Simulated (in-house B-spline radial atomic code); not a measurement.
**Nd⁴²⁺: Hartree-Fock with and without relativity**

Wanted: relativistic shifts in Nd⁴²⁺, shell by shell.

Method: Hartree-Fock averaged over the configuration, non-relativistic (point nucleus) and Dirac-Coulomb (finite nucleus); spherical all-electron atom at the radial basis limit. Code: in-house B-spline radial atomic code version 1.

**1. The atom as given**

```
element       : neodymium (Z = 60)
charge        : +42
electrons     : 18
configuration : [Ne] 3s2 3p6
nucleus       : point (non-relativistic run); Fermi, rms radius 4.912 fm (Dirac runs)
```

The outer shells:

[Ne] 3s2 3p6
```
[Ne] core
3s [↑↓]
3p [↑↓][↑↓][↑↓]
```

**2. Non-relativistic run**

Settings of the run:

```ini
Z = 60
electrons = 18.0
configuration = [Ne] 3s2 3p6
hamiltonian = nr
method = hf
spin_polarised = False
```

**3. Dirac-Coulomb run**

Settings of the run:

```ini
Z = 60
electrons = 18.0
configuration = [Ne] 3s2 3p6
hamiltonian = dirac
method = hf
spin_polarised = False
nucleus = fermi
rms_radius = 4.9123
mass_number = 142
atomic_mass = 141.907728824
speed_of_light = 137.035999084
```

How much does each shell's level and mean radius change with the Dirac Hamiltonian, and the total energy?

The runs gave:

Levels and radii; the Dirac values are averaged over j with the occupations as weights.

| shell | ε non-rel. (eV) | ε Dirac (eV) | <r> non-rel. (bohr) | <r> Dirac (bohr) | change of <r> (%) |
| --- | --- | --- | --- | --- | --- |
| 1s | -44051.5 | -46339.1 | 0.02530 | 0.02362 | -6.61 |
| 2s | -9026.07 | -9635.91 | 0.1067 | 0.09927 | -6.94 |
| 2p | -8690.65 | -8896.35 | 0.09059 | 0.08735 | -3.58 |
| 3s | -3486.93 | -3662.95 | 0.2582 | 0.2451 | -5.05 |
| 3p | -3346.04 | -3419.03 | 0.2461 | 0.2395 | -2.69 |

What this shows: Relativity and the finite nucleus together change the total energy by -334.87 hartree (-4.3 %). The first-order mass-velocity and Darwin terms of the non-relativistic run add up to -298.77 hartree, 89 % of it. The strongest contraction, averaged over j, is that of 2s (-6.94 %). Spin-orbit coupling splits the 3p level by 130.20 eV and the 2p level by 531.39 eV. Breit terms add 7.41 hartree and QED terms 5.47 hartree.
